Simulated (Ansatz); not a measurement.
**Cl₂FHSSn: basis-set convergence**

Aim: see how fast density functionals converge with the basis set for Cl₂FHSSn.

The runs use Ansatz 0.2.0, Gaussian basis; one geometry, several basis sets.

The runs, in order: PBE0-D4/def2-SVP; ωB97M-V/def2-SVP; PBE0-D4/def2-QZVPP; ωB97M-V/def2-QZVPP; the functionals' def2-TZVPP values are taken from earlier runs.

## Step 1: The geometry

An earlier PBE0-D4 in a triple-zeta def2 set relaxation fixed the geometry. Sn takes the def2 core potential; no spin-orbit term is included.

SMILES `[F][Sn]([SH])([Cl])[Cl]`, 6 atoms, charge 0, spin multiplicity 1.

Atoms are counted from 1 here; the program's logs count them from 0.

Bond lengths: F1–Sn2 1.900 Å, Sn2–S3 2.358 Å, Sn2–Cl4 2.288 Å, Sn2–Cl5 2.293 Å, S3–H6 1.346 Å. Angles: F1–Sn2–S3 110.9°, F1–Sn2–Cl4 106.1°, F1–Sn2–Cl5 104.2°, S3–Sn2–Cl4 110.7°, S3–Sn2–Cl5 113.4°, Cl4–Sn2–Cl5 111.1°, Sn2–S3–H6 91.4°.

As a file:

```xyz
6
charge 0, multiplicity 1
F    -1.88016    0.37979    0.70473
Sn   -0.32731   -0.05443   -0.30125
S     1.34142   -0.97942    1.08384
Cl   -0.99789   -1.56709   -1.88085
Cl    0.29013    1.93107   -1.26859
H     1.61590    0.22618    1.61592
```

## Step 2: PBE0-D4 in def2-SVP

Contents of in.yaml:

```yaml
crystal:
  periodic: [false, false, false]
  atoms:
    - {symbol: F, position_ang: [-1.880162, 0.379790, 0.704729]}
    - {symbol: Sn, position_ang: [-0.327308, -0.054434, -0.301247]}
    - {symbol: S, position_ang: [1.341423, -0.979420, 1.083838]}
    - {symbol: Cl, position_ang: [-0.997885, -1.567091, -1.880854]}
    - {symbol: Cl, position_ang: [0.290132, 1.931072, -1.268589]}
    - {symbol: H, position_ang: [1.615901, 0.226185, 1.615921]}
basis:
  gaussian: {orbitals: def2-SVP}
hamiltonian: {xc: pbe0, dispersion: d4}
output: {orbitals: {seedname: orbitals}}
```

Command:

```bash
$ ansatz run in.yaml --threads 4 --pin off --events-out ev --progress --plain --max-ram 10444MiB
```

After this run come: ωB97M-V in def2-SVP; PBE0-D4 in def2-QZVPP; ωB97M-V in def2-QZVPP.

Before running them: what should the planned runs give, taken together? Wanted: PBE0-D4: double and triple zeta above quadruple; ωB97M-V: double and triple zeta above quadruple.

As calculated:

```
                                       quantity           value
PBE0-D4: double and triple zeta above quadruple  17.67, 1.30 eV
ωB97M-V: double and triple zeta above quadruple  17.55, 1.24 eV
```

In words: For PBE0-D4 the step from double to triple zeta gains 16.37 eV and the next only 1.30 eV. Total energies overstate the basis error of differences, where much of it tends to cancel.
